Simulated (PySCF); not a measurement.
# Cl2Ti (TiCl2): the cost of one run

Programs: PySCF 2.14.0, with routines of our own; each step states its level. All values are computed. Atoms count from 0.

## (1) The starting structure

3 atoms, charge 0, states of the metal's open shell are computed; geometry from: model start, shaken.

## (2) Relaxing the molecule at PBE0-D3(BJ)/def2-TZVP

The job: settings as JSON, then the geometry in Å.

```
{"job": {"xc": "PBE0", "basis": "def2-TZVP", "d3": "d3bj", "grid": 1, "maxiter": 45, "kind": "geom"}, "charge": 0, "metal": "Ti", "open_shell": "d2"}
Ti     0.000020     0.004480    -0.004110
Cl    -0.013360    -0.006820     2.315130
Cl     0.000900     0.020100    -2.337380
```

The run is started by

```sh
OMP_NUM_THREADS=1 python lf_run.py task.json out
```

The driver reads the jobs from task.json and runs them one after another.

Q: Estimate the wall time and peak memory of this first job on 1 thread of Intel Xeon Platinum 8259CL at 2.50GHz, shared host.

About 34 s, with a peak of 0.45 GiB.
